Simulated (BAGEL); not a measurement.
# AlPNH4OF (SMILES [NH2][Al]([F])[PH]O): RI-MP2/def2-SVP (density fitting with cc-pvqz-jkfit)

What is the energy change on altering one bond length of AlPNH4OF at RI-MP2/def2-SVP (density fitting with cc-pvqz-jkfit)? 

The results are computed with BAGEL 1.2.2.

3 further runs of the same task are left out: 3 set aside as unsound or not needed.

### Step 1. The structure to begin with

AlPNH4OF: 9 atoms, total charge 0, spin state singlet. SMILES: `[NH2][Al]([F])[PH]O`. The coordinates come from a PBE0-D4/def2-TZVP relaxation. This is one conformer, not always the lowest.

Bond lengths: N1–Al2 1.755 Å, Al2–F3 1.652 Å, Al2–P4 2.334 Å, P4–O5 1.677 Å, N1–H6 1.007 Å, N1–H7 1.006 Å, P4–H8 1.430 Å, O5–H9 0.960 Å. Angles: N1–Al2–F3 119.8°, N1–Al2–P4 121.0°, F3–Al2–P4 119.0°, Al2–P4–O5 96.2°, Al2–N1–H6 122.5°, Al2–N1–H7 126.3°, Al2–P4–H8 92.8°, O5–P4–H8 100.3°, P4–O5–H9 109.0°, H6–N1–H7 111.1°.

### Step 2. The energy at RI-MP2/def2-SVP (density fitting with cc-pvqz-jkfit)

Input file job.json:

```json
{ "bagel": [

{
  "title": "molecule",
  "basis": "svp",
  "df_basis": "cc-pvqz-jkfit",
  "angstrom": "true",
  "geometry": [
    { "atom": "N", "xyz": [    1.489200,    1.004600,   -0.185800 ] },
    { "atom": "Al", "xyz": [    0.882400,   -0.572900,    0.285200 ] },
    { "atom": "F", "xyz": [    1.905300,   -1.677400,    0.966000 ] },
    { "atom": "P", "xyz": [   -1.322700,   -1.196100,   -0.158400 ] },
    { "atom": "O", "xyz": [   -1.889900,    0.351100,   -0.471500 ] },
    { "atom": "H", "xyz": [    0.893900,    1.722700,   -0.565900 ] },
    { "atom": "H", "xyz": [    2.431700,    1.338900,   -0.072400 ] },
    { "atom": "H", "xyz": [   -1.643200,   -1.310200,    1.230300 ] },
    { "atom": "H", "xyz": [   -2.658100,    0.293000,   -1.044600 ] }
  ]
},
{
  "title": "hf"
},
{
  "title": "mp2",
  "ncore": 13
}

]}
```

The run is started by

```bash
$ BAGEL_NUM_THREADS=1 BAGEL job.json > job.out
```

The program printed:

```text
* using 1 threads per process

  ===============================================================
  ===============================================================

  *** Geometry ***

  { "atom" : "N", "xyz" : [      2.814180,      1.898419,     -0.351111 ] },
  { "atom" : "Al", "xyz" : [      1.667494,     -1.082624,      0.538950 ] },
  { "atom" : "F", "xyz" : [      3.600495,     -3.169827,      1.825475 ] },
  { "atom" : "P", "xyz" : [     -2.499541,     -2.260301,     -0.299333 ] },
  { "atom" : "O", "xyz" : [     -3.571393,      0.663483,     -0.891006 ] },
  { "atom" : "H", "xyz" : [      1.689226,      3.255431,     -1.069396 ] },
  { "atom" : "H", "xyz" : [      4.595247,      2.530154,     -0.136816 ] },
  { "atom" : "H", "xyz" : [     -3.105198,     -2.475919,      2.324930 ] },
  { "atom" : "H", "xyz" : [     -5.023081,      0.553690,     -1.974008 ] },

  Number of auxiliary basis functions:      818

  Since a DF basis is specified, we compute 2- and 3-index integrals:
    o Being stored without compression. Storage requirement is 0.063 GB

  Number of basis functions:       98
  Number of electrons      :       56

    * METHOD: MOLECULE                             0.56

  *** RHF ***

  === Nuclear Repulsion ===
   276.1512580034

      * DIIS with orbital gradients will be used.

  === RHF iteration (svp) ===
      0       -813.09617832          0.02297590           0.15
      1       -813.34006796          0.01549999           0.14
      2       -813.49299719          0.00130872           0.14
      3       -813.49546583          0.00042512           0.14
      4       -813.49566613          0.00013980           0.14
      5       -813.49569658          0.00003687           0.14
      6       -813.49569997          0.00001236           0.14
      7       -813.49570035          0.00000304           0.14
      8       -813.49570037          0.00000139           0.14
      9       -813.49570037          0.00000047           0.14
     10       -813.49570037          0.00000017           0.14
     11       -813.49570037          0.00000008           0.14
     12       -813.49570037          0.00000002           0.14
     13       -813.49570037          0.00000001           0.14
    * SCF iteration converged.

    * Permanent dipole moment:
           (    0.346454,    -0.616306,     0.372355) a.u.

    * METHOD: HF                                   2.26

  *** RHF ***

  === Nuclear Repulsion ===
   276.1512580034

      * DIIS with orbital gradients will be used.

  === RHF iteration (svp) ===
      0       -813.49570037          0.00000000           0.14
    * SCF iteration converged.

    * Permanent dipole moment:
           (    0.346454,    -0.616306,     0.372355) a.u.

  === DF-MP2 calculation ===

    * freezing 13 orbitals
    * 3-index integral transformation done
    * assembly done

      MP2 correlation energy:   -0.7161558191      0.08

      MP2 total energy:       -814.2118561907

    * METHOD: MP2                                  0.38

  ===============================================================
```

Run time: 3.6 s. Hardware: 1 thread of Intel Xeon 6975P-C (Granite Rapids), shared host; peak memory 0.22 GiB.

### Step 3. The distorted shape at the same level

Input file calc.json:

```json
{ "bagel": [

{
  "title": "molecule",
  "basis": "svp",
  "df_basis": "cc-pvqz-jkfit",
  "angstrom": true,
  "geometry": [
    { "atom": "N", "xyz": [       1.585351,       1.038830,      -0.602416 ] },
    { "atom": "Al", "xyz": [       0.978551,      -0.538670,      -0.131416 ] },
    { "atom": "F", "xyz": [       2.001451,      -1.643170,       0.549384 ] },
    { "atom": "P", "xyz": [      -1.226549,      -1.161870,      -0.575016 ] },
    { "atom": "O", "xyz": [      -1.793749,       0.385330,      -0.888116 ] },
    { "atom": "H", "xyz": [       0.990051,       1.756930,      -0.982516 ] },
    { "atom": "H", "xyz": [       2.527851,       1.373130,      -0.489016 ] },
    { "atom": "H", "xyz": [      -1.643200,      -1.310200,       1.230300 ] },
    { "atom": "H", "xyz": [      -2.561949,       0.327230,      -1.461216 ] }
  ]
},

{ "title": "hf" },

{ "title": "mp2", "ncore": 13 }

]}
```

The run is started by

```bash
$ BAGEL_NUM_THREADS=1 BAGEL calc.json > calc.out
```

The program printed:

```text
* using 1 threads per process

  ===============================================================
  ===============================================================

  *** Geometry ***

  { "atom" : "N", "xyz" : [      2.995879,      1.963104,     -1.138401 ] },
  { "atom" : "Al", "xyz" : [      1.849193,     -1.017939,     -0.248340 ] },
  { "atom" : "F", "xyz" : [      3.782194,     -3.105141,      1.038185 ] },
  { "atom" : "P", "xyz" : [     -2.317842,     -2.195616,     -1.086623 ] },
  { "atom" : "O", "xyz" : [     -3.389694,      0.728168,     -1.678296 ] },
  { "atom" : "H", "xyz" : [      1.870925,      3.320117,     -1.856686 ] },
  { "atom" : "H", "xyz" : [      4.776946,      2.594840,     -0.924106 ] },
  { "atom" : "H", "xyz" : [     -3.105198,     -2.475919,      2.324930 ] },
  { "atom" : "H", "xyz" : [     -4.841382,      0.618375,     -2.761298 ] },

  Number of auxiliary basis functions:      818

  Since a DF basis is specified, we compute 2- and 3-index integrals:
    o Being stored without compression. Storage requirement is 0.063 GB

  Number of basis functions:       98
  Number of electrons      :       56

    * METHOD: MOLECULE                             0.60

  *** RHF ***

  === Nuclear Repulsion ===
   274.3181897778

      * DIIS with orbital gradients will be used.

  === RHF iteration (svp) ===
      0       -813.04261835          0.02313453           0.15
      1       -813.28937754          0.01588692           0.14
      2       -813.45100722          0.00138406           0.14
      3       -813.45393375          0.00051377           0.14
      4       -813.45423660          0.00015445           0.14
      5       -813.45428398          0.00004507           0.14
      6       -813.45429017          0.00001626           0.14
      7       -813.45429104          0.00000488           0.14
      8       -813.45429110          0.00000241           0.14
      9       -813.45429111          0.00000094           0.14
     10       -813.45429112          0.00000034           0.14
     11       -813.45429112          0.00000017           0.14
     12       -813.45429112          0.00000005           0.14
     13       -813.45429112          0.00000002           0.14
     14       -813.45429112          0.00000001           0.14
    * SCF iteration converged.

    * Permanent dipole moment:
           (    0.216289,    -0.686953,     0.708858) a.u.

    * METHOD: HF                                   2.40

  *** RHF ***

  === Nuclear Repulsion ===
   274.3181897778

      * DIIS with orbital gradients will be used.

  === RHF iteration (svp) ===
      0       -813.45429112          0.00000001           0.14
    * SCF iteration converged.

    * Permanent dipole moment:
           (    0.216289,    -0.686953,     0.708858) a.u.

  === DF-MP2 calculation ===

    * freezing 13 orbitals
    * 3-index integral transformation done
    * assembly done

      MP2 correlation energy:   -0.7198144518      0.08

      MP2 total energy:       -814.1741055674

    * METHOD: MP2                                  0.37

  ===============================================================
```

Wall time 3.6 s (1 thread of Intel Xeon 6975P-C (Granite Rapids), shared host); peak memory 0.22 GiB.

### Step 4. Results

Level: RI-MP2/def2-SVP (density fitting with cc-pvqz-jkfit), 13 core orbitals frozen.

| quantity | value |
| --- | --- |
| first shape: total energy | -814.21186 Eh |
| first shape: correlation energy (13 core orbitals frozen) | -716.2 mEh |
| distorted shape: total energy | -814.17411 Eh |
| distorted shape: correlation energy (13 core orbitals frozen) | -719.8 mEh |
| energy change with the P4–H8 bond stretched from 1.430 to 1.859 Å | 1.027 eV |

With the P4–H8 bond stretched from 1.430 to 1.859 Å the energy rises by 1.03 eV (24 kcal/mol). The first shape isn't relaxed at this level, so the change isn't measured from a minimum.
